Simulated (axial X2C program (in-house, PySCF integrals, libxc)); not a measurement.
# CoB⁺: properties at the nuclei

Wanted for CoB⁺: properties at the nuclei, at the two-component level.

Program: an in-house X2C program for linear molecules on PySCF integrals. Level of theory: two-component X2C with atomic mean-field terms, Co dyall-cv3z, B dyall-v3z. These are calculated values, not measurements.

## 1. Input

task.json reads:

```json
{"zs": [27, 5], "q": 1, "bas": ["dyall-cv3z", "dyall-v3z"], "r0": 1.96, "levels": ["PBE0", "HF", "B3LYP", "LDA", "PBE"], "nst": 3}
```

Keys: zs atomic numbers; q charge; bas basis sets; r0 starting distance in Å; levels methods (HF also brings MP2); nst determinants followed.

Command:

```
python soeom.py task.json out
```

The runs that follow: Expectation values, lowest determinant; Expectation values, a higher determinant; Expectation values, a higher determinant.

What does the calculation give? Wanted: lowest determinant; Eeff magnitude; Ws magnitude Co; A∥/gI Co; qzz Co; higher determinant (for each run or level that gives them).

**Answer**, as computed:

| quantity | value |
| --- | --- |
| lowest determinant | Ω = 5/2 (excess of +ω over −ω: ω = 5/2) |
| Eeff magnitude (GV/cm), PBE0 | 0.153 |
| Ws magnitude Co (kHz), PBE0 | 0.00806 |
| A∥/gI Co (MHz), PBE0 | 423 |
| qzz Co (a.u.), PBE0 | -0.57 |
| higher determinant | Ω = 3/2 (excess of +ω over −ω: ω = 3/2) |
| Eeff magnitude (GV/cm), PBE0, higher determinant | 0.15 |
| Ws magnitude Co (kHz), PBE0, higher determinant | 0.0133 |
| A∥/gI Co (MHz), PBE0, higher determinant | 683 |
| qzz Co (a.u.), PBE0, higher determinant | -0.60 |
| higher determinant | Ω = 7/2 (excess of +ω over −ω: 2 × ω = 1/2, ω = 5/2) |
| Eeff magnitude (GV/cm), PBE0, higher determinant | 0.572 |
| Ws magnitude Co (kHz), PBE0, higher determinant | 0.0588 |
| A∥/gI Co (MHz), PBE0, higher determinant | 683 |
| qzz Co (a.u.), PBE0, higher determinant | 0.02 |

**Reading.** In the first state, the effective field runs from 0.153 to 0.222 GV/cm over the mean-field levels. The expectation values come from single determinants, which for open shells can mix terms of unlike spin or miss the lowest Ω, so a determinant need not be a state. Eeff is the effective electric field on the electron dipole moment in this Ω state and Ws the scalar–pseudoscalar constant (defined with the proton number Z and per Ω); A∥ is the parallel hyperfine constant, which follows by multiplying with the nuclear g factor gI = μI/(I μN); qzz is the electric field gradient, eQq0 = 234.96 MHz × Q/barn × qzz. The operators were transformed with the bare-nucleus X2C matrices.
